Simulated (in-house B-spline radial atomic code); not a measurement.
# Xe³³⁺: ionisation energy by several methods

Wanted: one ionisation energy, Xe³³⁺ to configuration [Ar] 3d2, up the ladder of functionals.

Program: in-house B-spline radial atomic code version 1. Level of theory: scalar-relativistic (X2C), several functionals, spin-polarised; spherical all-electron atom at the radial basis limit. These are calculated values, not measurements, unless marked.

**1. What is computed**

| Property | Result |
| --- | --- |
| element | xenon (Z = 54) |
| charge | +33 |
| electrons | 21 |
| configuration | [Ar] 3d3 |
| nucleus | Fermi, rms radius 4.786 fm |

The outer shells:

[Ar] 3d3
```
[Ar] core
3d [↑ ][↑ ][↑ ][  ][  ]
```

Where spins are not typed, each open shell is filled with up spins first.

**2. LDA (VWN5)**

Settings of the run:

```ini
Z = 54
electrons = 21.0
configuration = [Ar] 3d3
hamiltonian = x2c
method = lda,vwn
spin_polarised = True
nucleus = fermi
rms_radius = 4.7859
mass_number = 132
atomic_mass = 131.90415508346
speed_of_light = 137.035999084
```

**3. TPSS**

Changes to the settings of step 2:

```diff
@@ -4,3 +4,3 @@
 hamiltonian = x2c
-method = lda,vwn
+method = tpss,tpss
 spin_polarised = True
```

**4. BLYP**

Changes to the settings of step 3:

```diff
@@ -4,3 +4,3 @@
 hamiltonian = x2c
-method = tpss,tpss
+method = b88,lyp
 spin_polarised = True
```

**5. RPBE**

Changes to the settings of step 4:

```diff
@@ -4,3 +4,3 @@
 hamiltonian = x2c
-method = b88,lyp
+method = rpbe,pbe
 spin_polarised = True
```

**6. OLYP**

Changes to the settings of step 5:

```diff
@@ -4,3 +4,3 @@
 hamiltonian = x2c
-method = rpbe,pbe
+method = optx,lyp
 spin_polarised = True
```

Before running: The tabulated ionisation energy is 2113 ± 5 eV (tabulated theoretical; NIST Atomic Spectra Database). What does each method give, and which comes nearest?

**Answer**, as computed:

| method | rung | total energy (hartree) | ΔSCF (eV) | −ε highest (eV) | ΔSCF less tabulated (eV) |
| --- | --- | --- | --- | --- | --- |
| LDA (VWN5) | LDA | -6659.1682 | 2110.32 | 2065.51 (3d up) | -2.68 |
| BLYP | GGA | -6666.4759 | 2110.43 | 2065.66 (3d up) | -2.57 |
| RPBE | GGA | -6666.2204 | 2110.32 | 2065.62 (3d up) | -2.68 |
| OLYP | GGA | -6667.2494 | 2114.33 | 2069.73 (3d up) | +1.33 |
| TPSS | meta-GGA | -6666.1069 | 2109.66 | 2065.06 (3d up) | -3.34 |

What this shows: Tables give 2113 ± 5 eV (tabulated theoretical; NIST Atomic Spectra Database) for the ionisation energy. OLYP misses by +1.33 eV, the least, and TPSS by -3.34 eV (0.16 %), the most. Mean absolute error by rung (exchange-only levels left out): LDA 2.68 eV, GGA 2.20 eV, meta-GGA 3.34 eV. The table's own uncertainty is as large as these misses, so the order means little. Relativistic terms that these runs lack can be as large as the gaps between close methods, so the nearest may be so by luck. Spin-orbit coupling is left out. Open shells are averaged (over orientations, and over spins where the run is restricted), while tables refer to the lowest levels.

Members of this set that are not shown: 2 used exact exchange with fractional occupations of an open shell, which is unsound here.
